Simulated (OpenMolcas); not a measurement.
# W³⁺ among point charges: CASSCF and CASPT2 levels and susceptibility

Aim: the splitting of the states of W³⁺ in the field of 4 point charges, its lowest levels with spin-orbit coupling and its magnetic susceptibility.

The numbers are computed with OpenMolcas 26.06 (state-averaged CASSCF and CASPT2, spin-orbit coupling by RASSI with atomic mean-field integrals), except any that are marked as measured or tabulated.

**1. What is computed**

```
Species                           : W³⁺ (tungsten, Z = 74, 71 electrons)
Basis                             : ANO-RCC-VTZP [8s7p5d3f2g1h], 104 functions
Scalar Hamiltonian                : DKH2, point nucleus
Inactive shells                   : 1s 2s 2p 3s 3p 3d 4s 4p 4d 4f 5s 5p
Active space                      : 3 electrons in 5 orbitals (5d)
Some configurations of this space : 5d³
Orbitals                          : optimised for each spin and parity, averaged over all roots
```

Outer shells as boxes (Hund's rule):

5d3
```
5d [↑ ][↑ ][↑ ][  ][  ]
```

The ion sits among 4 point charges of -1.62 e arranged as a square (D4h), 2.17 Å from the ion.

Each step is its own input file, run in one work folder so that later steps find the files of earlier ones. Labels, J, g values, rates, χT and fits are worked out afterwards by a script from the matrices that RASSI stores. The input lists half of the charges; inversion (Group=XYZ) makes the rest.

**2. One- and two-electron integrals**

The input, a.inp:

```
&GATEWAY
Coord
1

W 0.0 0.0 0.0
Basis=ANO-RCC-VTZP
Group=XYZ
NoMove
AngMom=0.0 0.0 0.0
AMFI
XField
2 Angstrom 0
2.170000 0.000000 0.000000 -1.620000
0.000000 2.170000 0.000000 -1.620000
&SEWARD
```

Run with:

```
> OMP_NUM_THREADS=1 MOLCAS_MEM=1689 MOLCAS_PROJECT=a pymolcas a.inp > a.log
```

**3. CASSCF: quartets of even parity, 10 roots**

The input, a.inp:

```
&RASSCF
FileOrb=start.orb
Symmetry=1
Spin=4
nActEl=3 0 0
Inactive=15 19
Ras2=5 0
CIRoot=10 10 1
SDav=10
CIMx=300
Iter=120 100
PrWF=0.3
OrbListing=Nothing
MaxOrb=0
>>> COPY $Project.JobIph JOB001
```

start.orb holds the contracted functions of the basis, ordered by shell, or the orbitals of the step before.

**4. CASSCF: doublets of even parity, 40 roots**

The input, a.inp:

```
&RASSCF
FileOrb=start.orb
Symmetry=1
Spin=2
nActEl=3 0 0
Inactive=15 19
Ras2=5 0
CIRoot=40 40 1
SDav=40
CIMx=300
Iter=120 100
PrWF=0.3
OrbListing=Nothing
MaxOrb=0
>>> COPY $Project.JobIph JOB002
```

**5. RASSI: spin-orbit coupling between the states**

The input, a.inp:

```
&RASSI
NrOfJobIphs=2 10 40
1 2 3 4 5 6 7 8 9 10
1 2 3 4 5 6 7 8 9 10 11 12 13 14 15 16 17 18 19 20 21 22 23 24 25 26 27
28 29 30 31 32 33 34 35 36 37 38 39 40
IphNames
JOB001
JOB002
EJob
SpinOrbit
DIPRint=1.0
SOCoupling=1000.0
Subsets=2
Property=9
'ANGMOM' 1 'ANGMOM' 2 'ANGMOM' 3 'MLTPL  1' 1 'MLTPL  1' 2 'MLTPL  1' 3
'AMFI' 1 'AMFI' 2 'AMFI' 3
SOProperty=3
'ANGMOM' 1 'ANGMOM' 2 'ANGMOM' 3
```

**6. CASPT2: IPEA 0.25, imaginary shift 0.1 (closed shells correlated: 4f 5s 5p)**

The input, a.inp:

```
>>> COPY JOB001 $Project.JobIph
&CASPT2
Multistate=10 1 2 3 4 5 6 7 8 9 10
NoMult
Frozen=14 9
IPEA=0.25
Imaginary=0.1
MaxIter=60
WThr=0.0 0.3 0.05
PrWF=0.5
NoMix
>>> COPY JOB002 $Project.JobIph
&CASPT2
Multistate=40 1 2 3 4 5 6 7 8 9 10 11 12 13 14 15 16 17 18 19 20 21 22
23 24 25 26 27 28 29 30 31 32 33 34 35 36 37 38 39 40
NoMult
Frozen=14 9
IPEA=0.25
Imaginary=0.1
MaxIter=60
WThr=0.0 0.3 0.05
PrWF=0.5
NoMix
```

(Steps that only read results are left out.)

**Question.** What will these runs give? Wanted: spin-free ground state; first state of the same spin within the active space; lowest level; next level.

As calculated:

| quantity | value |
| --- | --- |
| method | SS-CASPT2, IPEA 0.25, imaginary shift 0.1 (closed shells correlated: 4f 5s 5p) |
| spin-free ground state | 4A2, 1-fold in its orbital part |
| first state of the same spin within the active space | 4E at 6850 cm⁻¹ |
| lowest level | 2-fold E3/2, g = 0.12, 0.12, 5.32 |
| next level | 455.4 cm⁻¹ |
| χT at 300 K | 1.15 cm³ K/mol |
| effective moment at 300 K | 3.03 μB |

Cost by method:

| method | time of its own steps | time with the reference |
| --- | --- | --- |
| A. CASSCF | 15 s | 15 s |
| B. SS-CASPT2, IPEA 0.25, imaginary shift 0.1, +4f 5s 5p | 29 s | 44 s |

Times are of one thread on a shared host.

What this shows: The spin-free ground state (4A2) comes to 62 % from free-ion P terms and keeps the highest spin of the shell. χT at 300 K is 1.15, against 1.88 cm³ K/mol for the spin alone, so spin-orbit coupling lowers it. The field of point charges can differ much from that of real complexes. Point charges carry no covalency, so the field is a model and not that of real ligands.
